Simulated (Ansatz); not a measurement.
The system is GeSb2Te4.

```xyz
7
Lattice="2.1593 1.2467 13.2280 -2.1593 1.2467 13.2280 0.0000 -2.4933 13.2280" Properties=species:S:1:pos:R:3 pbc="T T T"
Te    0.0000    0.0000   28.1349
Te    0.0000    0.0000   11.5492
Te    0.0000    0.0000   22.6074
Te    0.0000    0.0000   17.0768
Sb    0.0000    0.0000   34.1050
Sb    0.0000    0.0000    5.5792
Ge    0.0000    0.0000    0.0000
```

The cell is a database's computed one.

```yaml
Program: Ansatz 0.2.0
Task: relaxation of cell and atoms
Functional: PBEsol
Dispersion: D3(BJ)
Potentials_or_basis: Ansatz PAW
Cutoff: "420 eV (not typed: the program's choice for these potentials)"
k_mesh: 7 × 7 × 7
Occupations: fermi-dirac, width 0.05 eV
Spin: no spin polarisation
```

At the start: volume 30.52 Å³/atom.

Q: Where does the relaxation end?

A: It ends after 6 steps and the volume is 27.62 Å³/atom (-9.5 %); space group R-3m (No. 166, to 0.05 Å).

The path:
```csv
step,energy change (eV),largest force (eV/Å),volume (Å³)
1,0.0000,0.0401,213.65
2,-0.2012,0.5171,184.15
3,-0.3339,0.0890,195.36
4,-0.3394,0.0431,193.61
5,-0.3399,0.0039,193.34
6,-0.3358,0.0038,193.34
```

Final structure:
```cif
data_structure
_symmetry_space_group_name_H-M 'P 1'
_symmetry_Int_Tables_number 1
_cell_length_a 13.0402
_cell_length_b 13.0402
_cell_length_c 13.0402
_cell_angle_alpha 18.418
_cell_angle_beta 18.418
_cell_angle_gamma 18.418
_cell_volume 193.34
loop_
_atom_site_label
_atom_site_type_symbol
_atom_site_fract_x
_atom_site_fract_y
_atom_site_fract_z
_atom_site_occupancy
Te1 Te 0.70811 0.70811 0.70811 1
Te2 Te 0.29189 0.29189 0.29189 1
Te3 Te 0.57078 0.57078 0.57078 1
Te4 Te 0.42922 0.42922 0.42922 1
Sb1 Sb 0.85812 0.85812 0.85812 1
Sb2 Sb 0.14188 0.14188 0.14188 1
Ge1 Ge 0.00000 0.00000 0.00000 1
```

Caveat: the plane-wave basis is chosen anew once the cell has moved, so the energies of steps on either side of that aren't comparable; pairwise dispersion overbinds metals, which lowers pressure and volume; the PAW data sets come from PBE, with cores solved anew for the run's functional, which leaves a small shift of forces and pressure.
